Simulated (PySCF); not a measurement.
# BBr (Boron Monobromide): the cost of one run

The runs use PySCF 2.14.0, with density-fitted response routines of our own; the level of theory stands in each step. All values are computed, except where a source is named. Atoms are numbered from 0 throughout.

**1. The molecule as given**

2 atoms, charge 0, multiplicity 1; geometry from: GFN2-xTB. The atoms were then displaced at random by about 0.01 Å, so the start is not that level's minimum.

Bonds of the start (Å): B0–Br1 1.79.

**2. Geometry optimisation at PBE0-D3(BJ)/def2-SVP**

What the job is given:

```
{"job": {"xc": "PBE0", "basis": "def2-SVP", "d3": "d3bj", "grid": 1, "shake": 0.01, "kind": "geom"}, "charge": 0, "multiplicity": 1}
B      0.905700    -0.028170     0.001000
Br    -0.888210    -0.000650    -0.013120
```

The run is started by

```console
$ OMP_NUM_THREADS=1 python probes_run.py task.json out
```

One launch serves the whole session: the jobs run in the order shown.

Q: Estimate the wall time and peak memory of this first job on 1 thread of AMD EPYC, shared host.

About 7.4 s, with a peak of 0.26 GiB.
